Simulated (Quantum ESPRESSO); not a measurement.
Write the native input for Quantum ESPRESSO 7.5 that does the following.

```yaml
Task: relaxation of the atoms
Functional: LDA
Potentials_or_basis: GBRV 1.5 LDA
Cutoff: 544 eV
Density_cutoff: 2721 eV
k_mesh: 3 × 3 × 1
Occupations: cold, width 0.136 eV
Spin: no spin polarisation
Boundary_across_the_vacuum: dipole
Relax_first: yes
Part_of_the_system: molecule
Form_of_the_LDA_correlation: PZ81
Real-space_augmentation_tqr: yes
Most_ionic_steps: 30
Forc_conv_thr: 0.002 Ry/bohr
Etot_conv_thr: 0.0001 Ry
Tefield: yes
Dipfield: yes
Upscale: 10
Ion_dynamics: bfgs
Emaxpos: 0.1234
Eopreg: 0.0463
Eamp: 0
Mixing_mode: local-TF
Mixing_beta: 0.3
Most_SCF_iterations: 150
SCF_threshold: 6e-08 Ry
```

The system is OH2, in a box.

```
O H
1.0
     6.32600    0.00000    0.00000
    -3.16300    5.47848    0.00000
     0.00000    0.00000   21.60969
O H
1 2
Direct
  0.91733 0.07449 0.63214
  0.86932 0.93794 0.66093
  0.96728 0.21844 0.65840
```

The input as run:

pw.in

```
&CONTROL
  calculation = 'relax'
  prefix = 'pwscf'
  outdir = './tmp'
  pseudo_dir = './pseudo'
  tprnfor = .true.
  disk_io = 'low'
  nstep = 30
  forc_conv_thr = 0.002
  etot_conv_thr = 0.0001
  tefield = .true.
  dipfield = .true.
  max_seconds = 526
/
&SYSTEM
  ibrav = 0
  celldm(1) = 8
  nat = 3
  ntyp = 2
  ecutwfc = 40
  ecutrho = 200
  nbnd = 9
  occupations = 'smearing'
  smearing = 'mv'
  degauss = 0.00999582
  edir = 3
  emaxpos = 0.1234
  eopreg = 0.0463
  eamp = 0
/
&ELECTRONS
  conv_thr = 6d-08
  electron_maxstep = 150
  mixing_beta = 0.3
  mixing_mode = 'local-TF'
  tqr = .true.
/
&IONS
  upscale = 10
  ion_dynamics = 'bfgs'
/
ATOMIC_SPECIES
O     15.9990 o_lda_v1.2.uspp.F.UPF
H      1.0080 h_lda_v1.4.uspp.F.UPF
CELL_PARAMETERS alat
  1.4943012701513  -0.0000000000000   0.0000000000000
 -0.7471506351111   1.2941028608714   0.0000000000000
  0.0000000000000   0.0000000000000   5.1045502621241
ATOMIC_POSITIONS crystal
O      0.9173311700    0.0744942300    0.6321393700
H      0.8693205400   -0.0620584800    0.6609337700
H      0.9672757300    0.2184415100    0.6584013800
K_POINTS automatic
3 3 1 0 0 0
```

Potentials or basis: GBRV 1.5 LDA.

Launch:

```sh
$ OMP_NUM_THREADS=1 mpirun -n 4 pw.x -in pw.in > pw.out
```

Results of the run:

| Quantity | Value |
| --- | --- |
| Energy gained by relaxing | 0.0 meV/atom |
| Ionic steps | 3 |
| Largest force after relaxing | 0.022 eV/Å |
| Gap between the frontier levels | 5.54 eV |
| Dipole across the slab | 1.72 D |

Caveat: real space augmentation costs some meV and hundredths of eV per Å; this is a molecule in a periodic box, so the gap is that between its Kohn-Sham HOMO and LUMO and the box isn't a crystal; this smearing can shift energies of a crystal with a gap.

Run time: 25 s on 4 MPI ranks on Arm Neoverse V1, on a shared host, peak memory 0.48 GiB a rank.
